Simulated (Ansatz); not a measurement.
**C₂H₆BiF: small, medium and large basis sets**

Aim: see how fast density functionals converge with the basis set for C₂H₆BiF.

Method: one geometry, several basis sets; program: Ansatz 0.2.0, Gaussian basis.

Levels to be run: PBE0-D4/def2-SVP; ωB97M-V/def2-SVP; PBE0-D4/def2-QZVPP; ωB97M-V/def2-QZVPP; the functionals' def2-TZVPP values are taken from earlier runs.

## Step 1: The relaxed structure

The geometry comes from an earlier relaxation with PBE0-D4 in a triple-zeta def2 set; it is a stationary point, not always the lowest conformer. Bi takes the def2 core potential; no spin-orbit term is included.

SMILES `[CH3][Bi]([CH3])[F]`, 10 atoms, charge 0, spin multiplicity 1.

Atoms are counted from 1 here; the program's logs count them from 0.

Bond lengths: C1–Bi2 2.238 Å, C1–H5 1.089 Å, C1–H6 1.092 Å, C1–H7 1.090 Å, Bi2–C3 2.238 Å, Bi2–F4 2.033 Å, C3–H8 1.089 Å, C3–H9 1.090 Å, C3–H10 1.092 Å. Angles: Bi2–C1–H5 110.2°, Bi2–C1–H6 109.6°, Bi2–C1–H7 107.2°, H5–C1–H6 109.8°, H5–C1–H7 110.0°, H6–C1–H7 109.9°, C1–Bi2–C3 92.4°, C1–Bi2–F4 92.7°, C3–Bi2–F4 92.7°, Bi2–C3–H8 110.2°, Bi2–C3–H9 107.2°, Bi2–C3–H10 109.6°, H8–C3–H9 110.0°, H8–C3–H10 109.8°, H9–C3–H10 109.9°.

Geometry (Å):

```csv
atom,x (Å),y (Å),z (Å)
C1,-0.75968,1.28202,-0.65947
Bi2,-1.15894,-0.71049,0.27845
C3,0.95448,-0.90465,0.98913
F4,-0.77187,-1.70951,-1.44899
H5,-1.64402,1.63194,-1.19063
H6,-0.48414,2.00235,0.11317
H7,0.06726,1.15059,-1.35698
H8,1.10533,-1.87420,1.46229
H9,1.59813,-0.81169,0.11461
H10,1.17665,-0.10766,1.70134
```

## Step 2: PBE0-D4 in def2-SVP

in.yaml

```yaml
crystal:
  periodic: [false, false, false]
  atoms:
    - {symbol: C, position_ang: [-0.759681, 1.282021, -0.659473]}
    - {symbol: Bi, position_ang: [-1.158944, -0.710492, 0.278446]}
    - {symbol: C, position_ang: [0.954476, -0.904645, 0.989125]}
    - {symbol: F, position_ang: [-0.771866, -1.709508, -1.448989]}
    - {symbol: H, position_ang: [-1.644021, 1.631943, -1.190628]}
    - {symbol: H, position_ang: [-0.484137, 2.002347, 0.113171]}
    - {symbol: H, position_ang: [0.067256, 1.150591, -1.356983]}
    - {symbol: H, position_ang: [1.105332, -1.874200, 1.462287]}
    - {symbol: H, position_ang: [1.598131, -0.811694, 0.114606]}
    - {symbol: H, position_ang: [1.176652, -0.107663, 1.701337]}
basis:
  gaussian: {orbitals: def2-SVP}
hamiltonian: {xc: pbe0, dispersion: d4}
output: {orbitals: {seedname: orbitals}}
```

After this run come: ωB97M-V in def2-SVP; PBE0-D4 in def2-QZVPP; ωB97M-V in def2-QZVPP.

Q: Predict the results of all the runs planned. Wanted: PBE0-D4: double and triple zeta above quadruple; ωB97M-V: double and triple zeta above quadruple.

**Answer**, as computed:

```
                                       quantity          value
PBE0-D4: double and triple zeta above quadruple  6.84, 0.37 eV
ωB97M-V: double and triple zeta above quadruple  7.12, 0.37 eV
```

**Reading.** PBE0-D4 gains 6.46 eV from double to triple zeta, then 0.37 eV more. These are total energies; as a rule much of such shifts cancels in differences, which this series doesn't test. The LUMO of ωB97M-V is positive and keeps falling with the basis (1.11 to 0.51 eV): an unbound level that the basis holds in place.
